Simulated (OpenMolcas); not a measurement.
**HBr (hydrogen bromide) in OpenMolcas**

Wanted: the excited states of HBr (hydrogen bromide).

The results are computed with OpenMolcas 26.06.

### Step 1. The molecule

The species is HBr (2 atoms), meant as a singlet with charge 0. SMILES: `Br`. The coordinates come from a PBE0-D4/def2-TZVP relaxation.

Bond lengths: Br1–H2 1.420 Å.

### Step 2. The run

File step13.input:

```
&GATEWAY
  Coord
  2
  angstrom
  Br      -0.603220       0.217960      -0.305050
  H        0.603220      -0.217960       0.305050
  Basis=ANO-R1
  Group=NoSym
  RICD

&SEWARD

&RASSCF
  FileOrb=$CurrDir/step2.RasOrb
  Spin=1
  Nactel=5 0 0
  Inactive=15
  Ras2=4
  CIRoot=4 4 1
  OrbListing=Nothing
  OrbAppear=Compact

&CASPT2
  Multistate=all
```

On the command line:

```console
export MOLCAS_MEM=1860
pymolcas step13.input > step13.log
```

The log of the run:

```text
--- Start Module: gateway ---

                                              &GATEWAY

                       available to each process: 1.9 GB of memory, 1 thread

++    Symmetry information:
      ---------------------

                    Character Table for C1

                             E
                    a        1  x, y, xy, Rz, z, xz, Ry, yz, Rx, I
--

++    Basis set information:
      ----------------------

      Basis set label: BR.ANO-R...5S4P3D1F.

      Electronic valence basis set:
      ------------------
      Associated Effective Charge  35.000000 au
      Associated Actual Charge     35.000000 au
      Nuclear Model: Finite nucleus - Gaussian distribution
        Gaussian exponent, Xi/bohr**(-2):  2.43055E+08

      Shell  nPrim  nBasis  Cartesian Spherical Contaminant
         s      21       5        X
         p      15       4        X
         d       9       3                 X
         f       7       1                 X

      Basis set label: H.ANO-R...2S1P.

      Electronic valence basis set:
      ------------------
      Associated Effective Charge   1.000000 au
      Associated Actual Charge      1.000000 au
      Nuclear Model: Finite nucleus - Gaussian distribution
        Gaussian exponent, Xi/bohr**(-2):  2.12482E+09

      Shell  nPrim  nBasis  Cartesian Spherical Contaminant
         s       7       2        X
         p       4       1        X
--

++    Molecular structure info:
      -------------------------

                    ************************************************
                    **** Cartesian Coordinates / bohr, angstrom ****
                    ************************************************

     Center  Label                x              y              z                     x              y              z
        1      BR1             -1.139921       0.411885      -0.576461             -0.603220       0.217960      -0.305050
        2      H2               1.139921      -0.411885       0.576461              0.603220      -0.217960       0.305050
--

            Nuclear Potential Energy             13.03875000 au

--- Stop Module: gateway /rc=_RC_ALL_IS_WELL_ ---
--- Module gateway spent 6 seconds ---

--- Start Module: seward ---

                                              &SEWARD

                       available to each process: 1.9 GB of memory, 1 thread

               SEWARD will generate:
                  Multipole Moment integrals up to order  2
                  Kinetic Energy integrals
                  Nuclear Attraction integrals (finite nuclei - Gaussian type)
                  One-Electron Hamiltonian integrals
                  Velocity integrals
                  Relativistic X2C integrals
                  Orbital angular momentum around ( -1.1112   0.4015  -0.5619 )
                  Velocity quadrupole around ( -1.1112   0.4015  -0.5619 )
                  Atomic mean-field integrals
                  RI decomposed two-electron repulsion integrals stored Cholesky style
                   - acCD auxiliary basis
                   - CD Threshold:   1.00E-04

                   Integrals are discarded if absolute value <: 1.00E-14
                   Integral cutoff threshold is set to       <: 1.00E-16

            Nuclear Potential Energy             13.03875000 au

      Basis set specifications :
      Symmetry species         a
      Basis functions           44

--- Stop Module: seward /rc=_RC_ALL_IS_WELL_ ---
--- Module seward spent 2 seconds ---

--- Start Module: rasscf ---

                                              &RASSCF

                       available to each process: 1.9 GB of memory, 1 thread

 ******************** ERROR *********************
 ###############################################################################
 ###    ERROR: No such wave function.                                        ###
 ###############################################################################
 The following combined specifications are wrong.
 Nr of active electrons NACTEL=   5
 Nr of active orbitals     NAC=   4
 Spin degeneracy         ISPIN=   1
 There can be no such wave function.
 ************************************************
--- Stop Module: rasscf /rc=_RC_INPUT_ERROR_ ---

.####################.
.# User input error #.
.####################.

    Timing: Wall=9.45 User=8.41 System=0.99
```

Wall time 9.9 s (1 thread of Arm Neoverse N1, shared host); peak memory 0.17 GiB.

### Step 3. Reading the log

The job stopped with an error part of the way.

The telling line is `ERROR: No such wave function.`. The fault: wrong electron count.
